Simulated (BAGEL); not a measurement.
**BSiH3OF2 (SMILES FB(F)O[SiH3]), step by step**

Aim: a single-point energy (HF/def2-SVP), then the energy (NEVPT2(2,2)/def2-SVP), then the energy (CASPT2(2,2)/def2-SVP) of BSiH3OF2. 

Program for the calculation: BAGEL 1.2.2.

1 further run of the same task is left out (set aside as unsound or not needed).

### 1 The molecule

BSiH3OF2: 8 atoms, total charge 0, spin state singlet. SMILES: `FB(F)O[SiH3]`. The B2–F3 distance was set to 2.124 Å, away from the relaxed value. At this shape a bond of the SMILES string is far longer than usual.

Bond lengths: F1–B2 1.319 Å, B2–O4 1.339 Å, O4–Si5 1.661 Å, Si5–H6 1.483 Å, Si5–H7 1.479 Å, Si5–H8 1.483 Å. Angles: F1–B2–O4 120.5°, B2–O4–Si5 133.7°, O4–Si5–H6 109.6°, O4–Si5–H7 106.3°, O4–Si5–H8 109.6°, H6–Si5–H7 110.5°, H6–Si5–H8 110.2°, H7–Si5–H8 110.5°. A long bond or contact: B2–F3 2.124 Å.

### 2 The energy at HF/def2-SVP (density fitting with svp-jkfit) (run 1)

calc.json

```json
{ "bagel" : [

{
  "title" : "molecule",
  "basis" : "svp",
  "df_basis" : "svp-jkfit",
  "angstrom" : true,
  "geometry" : [
    { "atom" : "F", "xyz" : [       2.360674,      -1.616865,       0.950973 ] },
    { "atom" : "B", "xyz" : [       1.301774,      -0.942365,       0.546873 ] },
    { "atom" : "F", "xyz" : [      -0.607700,      -1.793900,       0.922400 ] },
    { "atom" : "O", "xyz" : [       1.442674,       0.234935,      -0.076027 ] },
    { "atom" : "Si", "xyz" : [       0.370974,       1.334235,      -0.709027 ] },
    { "atom" : "H", "xyz" : [      -0.518526,       1.836935,       0.365273 ] },
    { "atom" : "H", "xyz" : [       1.185574,       2.435835,      -1.265727 ] },
    { "atom" : "H", "xyz" : [      -0.430826,       0.689335,      -1.776327 ] }
  ]
},

{
  "title" : "hf"
},

{
  "title" : "print",
  "file" : "orbitals.molden",
  "orbitals" : true
}

]}
```

On the command line:

```console
$ BAGEL_NUM_THREADS=1 BAGEL calc.json > calc.out
```

The log of the run:

```text
* using 1 threads per process

  ===============================================================
  ===============================================================

  *** Geometry ***

  { "atom" : "F", "xyz" : [      4.461027,     -3.055432,      1.797079 ] },
  { "atom" : "B", "xyz" : [      2.459996,     -1.780812,      1.033440 ] },
  { "atom" : "F", "xyz" : [     -1.148387,     -3.389980,      1.743083 ] },
  { "atom" : "O", "xyz" : [      2.726259,      0.443963,     -0.143670 ] },
  { "atom" : "Si", "xyz" : [      0.701039,      2.521339,     -1.339867 ] },
  { "atom" : "H", "xyz" : [     -0.979872,      3.471304,      0.690266 ] },
  { "atom" : "H", "xyz" : [      2.240410,      4.603061,     -2.391877 ] },
  { "atom" : "H", "xyz" : [     -0.814143,      1.302654,     -3.356772 ] },

  Number of auxiliary basis functions:      488

  Since a DF basis is specified, we compute 2- and 3-index integrals:
    o Being stored without compression. Storage requirement is 0.031 GB

  Number of basis functions:       89
  Number of electrons      :       48

    * METHOD: MOLECULE                             0.24

  *** RHF ***

  === Nuclear Repulsion ===
   202.3095707751

      * DIIS with orbital gradients will be used.

  === RHF iteration (svp) ===
      0       -588.48849621          0.02223655           0.07
      1       -588.66320909          0.01695750           0.07
      2       -588.82889478          0.00178076           0.07
      3       -588.83125440          0.00089544           0.07
      4       -588.83191247          0.00021113           0.07
      5       -588.83198807          0.00008494           0.07
      6       -588.83200285          0.00003769           0.07
      7       -588.83200567          0.00001135           0.07
      8       -588.83200578          0.00000340           0.07
      9       -588.83200579          0.00000131           0.07
     10       -588.83200579          0.00000075           0.07
     11       -588.83200579          0.00000023           0.07
     12       -588.83200579          0.00000011           0.07
     13       -588.83200579          0.00000006           0.07
     14       -588.83200579          0.00000002           0.07
     15       -588.83200579          0.00000001           0.07
    * SCF iteration converged.

    * Permanent dipole moment:
           (   -0.860768,    -1.355081,     0.688726) a.u.

    * METHOD: HF                                   1.28

    * METHOD: PRINT                                0.02

  ===============================================================
```

Wall time 1.7 s (1 thread of Arm Neoverse V1, shared host); peak memory 0.14 GiB.

### 3 A single-point energy at NEVPT2(2,2)/def2-SVP (density fitting with svp-jkfit) (run 2)

nevpt2.json

```json
{ "bagel": [

{
  "title": "molecule",
  "basis": "svp",
  "df_basis": "svp-jkfit",
  "angstrom": true,
  "geometry": [
    { "atom": "F", "xyz": [       2.360674,      -1.616865,       0.950973 ] },
    { "atom": "B", "xyz": [       1.301774,      -0.942365,       0.546873 ] },
    { "atom": "F", "xyz": [      -0.607700,      -1.793900,       0.922400 ] },
    { "atom": "O", "xyz": [       1.442674,       0.234935,      -0.076027 ] },
    { "atom": "Si", "xyz": [       0.370974,       1.334235,      -0.709027 ] },
    { "atom": "H", "xyz": [      -0.518526,       1.836935,       0.365273 ] },
    { "atom": "H", "xyz": [       1.185574,       2.435835,      -1.265727 ] },
    { "atom": "H", "xyz": [      -0.430826,       0.689335,      -1.776327 ] }
  ]
},

{
  "title": "hf"
},

{
  "title": "casscf",
  "nstate": 1,
  "nact": 2,
  "nclosed": 23,
  "active": [24, 25],
  "maxiter": 200,
  "natocc": true
},

{
  "title": "nevpt2",
  "nstate": 1,
  "nact": 2,
  "nclosed": 23,
  "active": [24, 25],
  "maxiter": 200,
  "natocc": true,
  "ncore": 9
},

{
  "title": "print",
  "file": "orbitals.molden",
  "orbitals": true
}

]}
```

On the command line:

```console
$ BAGEL_NUM_THREADS=1 BAGEL nevpt2.json > nevpt2.out
```

The log of the run:

```text
* using 1 threads per process

  ===============================================================
  ===============================================================

  *** Geometry ***

  { "atom" : "F", "xyz" : [      4.461027,     -3.055432,      1.797079 ] },
  { "atom" : "B", "xyz" : [      2.459996,     -1.780812,      1.033440 ] },
  { "atom" : "F", "xyz" : [     -1.148387,     -3.389980,      1.743083 ] },
[... 4 lines of this table left out ...]
  { "atom" : "H", "xyz" : [     -0.814143,      1.302654,     -3.356772 ] },

  Number of auxiliary basis functions:      488

  Since a DF basis is specified, we compute 2- and 3-index integrals:
    o Being stored without compression. Storage requirement is 0.031 GB

  Number of basis functions:       89
  Number of electrons      :       48

    * METHOD: MOLECULE                             0.23

  *** RHF ***

  === Nuclear Repulsion ===
   202.3095707751

      * DIIS with orbital gradients will be used.

  === RHF iteration (svp) ===
      0       -588.48849621          0.02223655           0.07
      1       -588.66320909          0.01695750           0.07
      2       -588.82889478          0.00178076           0.07
[... 12 lines of this table left out ...]
     15       -588.83200579          0.00000001           0.07
    * SCF iteration converged.

    * Permanent dipole moment:
           (   -0.860768,    -1.355081,     0.688726) a.u.

    * METHOD: HF                                   1.30

  ---------------------------
      CASSCF calculation
  ---------------------------

    ==== Active orbitals : =====
         Orbital 24
         Orbital 25
    ============================

    * nstate   :      1
    * nclosed  :     23
    * nact     :      2
    * nvirt    :     64
  === CASSCF iteration (svp) ===

    * Using the second-order algorithm

      0  0      -588.83788609     1.51e-03      0.02

      1  0      -588.86469220     3.12e-03      0.35
[... 45 lines of this table left out ...]
     24  0      -588.87357482     5.64e-09      0.29

    * Second-order optimization converged. *

     guess   0:   closed 1.                   open ..

  === FCI iteration ===

      0  0      -588.82360924     1.08e-01      0.00
      1  0      -588.86867599     2.60e-02      0.00
      2  0 *    -588.87357482     1.08e-16      0.00

     * ci vector, state   0, <S^2> = 0.0000
       2.     0.9732786552
       .2    -0.2296272180

    * METHOD: CASSCF                              10.34

    * freezing 9 orbitals

  === DF-NEVPT2 calculation ===

    * 3-index integral transformation done
    * assembly done

      NEVPT2 correlation energy:   -0.7000727682      0.24

          (+0)     -0.5879615297
          (+0)'    -0.0424201480
          (+1)     -0.0215655825
          (+1)'    -0.0000000000
          (+2)     -0.0007312838
          (-1)     -0.0436729279
          (-1)'     0.0000000000
          (-2)     -0.0037212963

      NEVPT2 total energy:       -589.5736475898

    * METHOD: NEVPT2                               0.38

    * METHOD: PRINT                                0.02

  ===============================================================
```

Run time: 13 s. Hardware: 1 thread of Arm Neoverse V1, shared host; peak memory 0.14 GiB.

### 4 The energy at CASPT2(2,2)/def2-SVP (density fitting with svp-jkfit) (run 3)

input.json

```json
{ "bagel": [

{
  "title": "molecule",
  "basis": "svp",
  "df_basis": "svp-jkfit",
  "angstrom": true,
  "geometry": [
    { "atom": "F", "xyz": [    2.360674,   -1.616865,    0.950973 ] },
    { "atom": "B", "xyz": [    1.301774,   -0.942365,    0.546873 ] },
    { "atom": "F", "xyz": [   -0.607700,   -1.793900,    0.922400 ] },
    { "atom": "O", "xyz": [    1.442674,    0.234935,   -0.076027 ] },
    { "atom": "Si", "xyz": [    0.370974,    1.334235,   -0.709027 ] },
    { "atom": "H", "xyz": [   -0.518526,    1.836935,    0.365273 ] },
    { "atom": "H", "xyz": [    1.185574,    2.435835,   -1.265727 ] },
    { "atom": "H", "xyz": [   -0.430826,    0.689335,   -1.776327 ] }
  ]
},
{
  "title": "hf"
},
{
  "title": "casscf",
  "nstate": 1,
  "nact": 2,
  "nclosed": 23,
  "active": [24, 25],
  "maxiter": 200,
  "natocc": true
},
{
  "title": "print",
  "file": "orbitals.molden",
  "orbitals": true
},
{
  "title": "smith",
  "method": "caspt2",
  "ms": true,
  "xms": true,
  "sssr": true,
  "shift": 0.2,
  "shift_imag": true,
  "ncore": 9
}

]}
```

On the command line:

```console
$ BAGEL_NUM_THREADS=1 BAGEL input.json > input.out
```

The log of the run:

```text
* using 1 threads per process

  ===============================================================
  ===============================================================

  *** Geometry ***

  { "atom" : "F", "xyz" : [      4.461027,     -3.055432,      1.797079 ] },
  { "atom" : "B", "xyz" : [      2.459996,     -1.780812,      1.033440 ] },
  { "atom" : "F", "xyz" : [     -1.148387,     -3.389980,      1.743083 ] },
[... 4 lines of this table left out ...]
  { "atom" : "H", "xyz" : [     -0.814143,      1.302654,     -3.356772 ] },

  Number of auxiliary basis functions:      488

  Since a DF basis is specified, we compute 2- and 3-index integrals:
    o Being stored without compression. Storage requirement is 0.031 GB

  Number of basis functions:       89
  Number of electrons      :       48

    * METHOD: MOLECULE                             0.23

  *** RHF ***

  === Nuclear Repulsion ===
   202.3095707751

      * DIIS with orbital gradients will be used.

[... 6 lines left out ...]
    * SCF iteration converged.
[... 1 line left out ...]
    * Permanent dipole moment:
[... 27 lines left out ...]
    * Second-order optimization converged. *
[... 9 lines left out ...]
     * ci vector, state   0, <S^2> = 0.0000
[... 16 lines left out ...]
    * Zeroth order energy : state  0       -0.9552936539
[... 3 lines left out ...]
      -------------------------------------------  CASPT2 iteration  ---------------------------------------------------
       #      aibj      arbs      arbi      airj      risj      airs      arst      rist         Etot      error   time
      ------------------------------------------------------------------------------------------------------------------

       0  -0.58710  -0.00426  -0.04294  -0.02312  -0.00096  -0.03871  -0.00000  -0.00000   -0.6970797  0.0017879   0.13
       1  -0.58737  -0.00428  -0.04314  -0.02347  -0.00102  -0.03937  -0.00000   0.00000   -0.6986568  0.0002612   0.11
       2  -0.58737  -0.00428  -0.04311  -0.02349  -0.00103  -0.03942  -0.00000  -0.00000   -0.6987023  0.0000475   0.11
       3  -0.58737  -0.00429  -0.04311  -0.02349  -0.00103  -0.03942  -0.00000  -0.00000   -0.6987033  0.0000091   0.11
       4  -0.58737  -0.00429  -0.04311  -0.02349  -0.00103  -0.03942   0.00000   0.00000   -0.6987033  0.0000016   0.12
       5  -0.58737  -0.00429  -0.04311  -0.02349  -0.00103  -0.03942  -0.00000   0.00000   -0.6987033  0.0000003   0.12

      ------------------------------------------------------------------------------------------------------------------

    * CASPT2 energy : state  0     -589.5746528932
        w/o shift correction       -589.5722781674
        reference weight              0.8456428581

    * METHOD: SMITH                                0.98

  ===============================================================
```

Run time: 13 s. Hardware: 1 thread of Arm Neoverse V1, shared host; peak memory 0.26 GiB.

### 5 Results

| quantity | value |
| --- | --- |
| run 1, HF/def2-SVP: total energy | -588.83201 Eh |
| run 1, HF/def2-SVP: dipole moment | 4.44 D |
| run 1, HF/def2-SVP: HOMO energy | -13.53 eV |
| run 1, HF/def2-SVP: LUMO energy | 1.80 eV |
| run 1, HF/def2-SVP: HOMO–LUMO gap | 15.33 eV |
| run 2, NEVPT2(2,2)/def2-SVP: total energy | -589.57365 Eh |
| run 3, CASPT2(2,2)/def2-SVP: total energy | -589.57465 Eh |
